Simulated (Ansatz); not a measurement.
What does this script print? It uses the Ansatz DFT code, driven from Python.

`ti.xyz`
```text
1
Lattice="-1.641 1.641 1.641 1.641 -1.641 1.641 1.641 1.641 -1.641" Properties=species:S:1:pos:R:3 pbc="T T T"
Ti    0.00000000    0.00000000    0.00000000
```

Script `vcrelax_ti.py`:
```python
'''Cell relaxation of Ti.'''

import warnings

import ansatz as az
import numpy as np

def edges_and_angles(cell):
    cell = np.asarray(cell)
    a, b, c = np.linalg.norm(cell, axis=1)
    cosines = cell[1] @ cell[2] / (b * c), cell[0] @ cell[2] / (a * c), cell[0] @ cell[1] / (a * b)
    return (a, b, c, *np.degrees(np.arccos(cosines)))

warnings.simplefilter('ignore', az.DeckWarning)

crystal = az.Crystal.from_extxyz('ti.xyz')

# a pressure is positive in compression
calc = (
    crystal.calculation()
    .pseudopotentials('paw')
    .occupations(az.OccupationsMethod.FERMI_DIRAC)
    .kpoints(spacing=0.32)
    .functional('PBEsol')
    .scf(tolerance=1e-08)
    .relax(force_tolerance=0.02, pressure=-2, stress_tolerance=0.1)
)
steps = []


def follow(event):
    if event['event'] != 'relax_step':
        return
    row = event['data']
    steps.append(row)
    print(f'step {row["step"]:3d}  E = {row["lagrangian_ev"]:.5f} eV  largest force component = {row["allowed_force_max_ev_ang"]:.4f} eV/A  P = {row["pressure_gpa"]:.3f} GPa')


outcome = calc.session().plan(threads=1).execute(on_event=follow)
rep = outcome.report

first, last = steps[0], steps[-1]
symbols = [site.symbol for site in outcome.lattice.sites]
print(f'energy gained {first["lagrangian_ev"] - last["lagrangian_ev"]:.4f} eV in {len(steps) - 1} steps')
for label, vectors in (('before', first['cell_ang']), ('after', outcome.lattice.cell_ang)):
    print(label, 'a b c (A) {:.4f} {:.4f} {:.4f}  angles {:.2f} {:.2f} {:.2f}'.format(*edges_and_angles(vectors)), f' V = {abs(np.linalg.det(vectors)):.3f} A^3')
print('final stress xx yy zz (GPa, compression positive):', np.round(np.diag(rep['stress_gpa']), 3) + 0.0)

change = np.array(last['positions_ang']) @ np.linalg.inv(last['cell_ang']) - np.array(first['positions_ang']) @ np.linalg.inv(first['cell_ang'])
moved = np.linalg.norm(change @ np.array(last['cell_ang']), axis=1)
print('displacement within the cell, strain taken out (A):', ' '.join(f'{s}:{d:.3f}' for s, d in zip(symbols, moved)))

print('relaxed fractional positions')
for site in outcome.lattice.sites:
    print(f'  {site.symbol:2s}', ' '.join(f'{v % 1:8.5f}' for v in np.round(site.position_frac, 5)))

for key in ('converged', 'n_iterations', 'n_electrons', 'n_kpoints', 'n_pw', 'n_symmetry_ops', 'free_energy_ev', 'fermi_energy_ev'):
    print(f'{key:18s} {rep[key]}')
```

```console
$ python vcrelax_ti.py
step   1  E = -2473.80448 eV  largest force component = 0.0000 eV/A  P = -6.329 GPa
step   2  E = -2473.82527 eV  largest force component = 0.0000 eV/A  P = 1.985 GPa
step   3  E = -2473.82457 eV  largest force component = 0.0000 eV/A  P = -2.206 GPa
step   4  E = -2473.82501 eV  largest force component = 0.0000 eV/A  P = -2.000 GPa
step   5  E = -2473.82496 eV  largest force component = 0.0000 eV/A  P = -1.996 GPa
energy gained 0.0205 eV in 4 steps
before a b c (A) 2.8423 2.8423 2.8423  angles 109.47 109.47 109.47  V = 17.676 A^3
after a b c (A) 2.8002 2.8002 2.8002  angles 109.47 109.47 109.47  V = 16.902 A^3
final stress xx yy zz (GPa, compression positive): [-1.996 -1.996 -1.996]
displacement within the cell, strain taken out (A): Ti:0.000
relaxed fractional positions
  Ti  0.00000  0.00000  0.00000
converged          True
n_iterations       2
n_electrons        12.0
n_kpoints          35
n_pw               321
n_symmetry_ops     48
free_energy_ev     -2473.824964192124
fermi_energy_ev    13.434287377018405
```

What to keep in mind:
- Total energies depend on the potentials; only differences at equal settings carry meaning. A total without «per atom» is that of the cell as typed.
- Part of the cell is held or a pressure is applied, so the end point needn't be the zero-pressure lattice.
- At a fixed pressure a relaxation lowers the enthalpy F + PV, while F alone can rise.
- The mesh is modest for a metal, so energies can be off by several to tens of meV an atom and pressures by half a GPa or more; differences at equal mesh fare better.
- The zero of the levels is a convention of the potentials, so an absolute Fermi energy is no work function.
- Energies along a relaxation are free energies. Rows at an unchanged volume are solved on a plane-wave basis chosen afresh for that cell, so the energy jumps there and such rows are no steps of the walk.
- The program warned that this SCF threshold is loose for forces or stresses.
- Edges and angles are those of the cell as typed, here a primitive one, not of the conventional cell.
- Symmetry holds the cell in this phase, whether or not it is the stable one at this pressure.
- This isn't the structure that Ti takes at ambient conditions.
- The script silences the warnings on its input, which a real study should read.
- It ran for 2.9 s on 1 thread of Arm Neoverse V1, on a shared host, peak memory 0.34 GiB.

(A comment or docstring line of the script was reworded after the run, the code is as it ran; lines on the test bed's own set-up are left out of the output.)
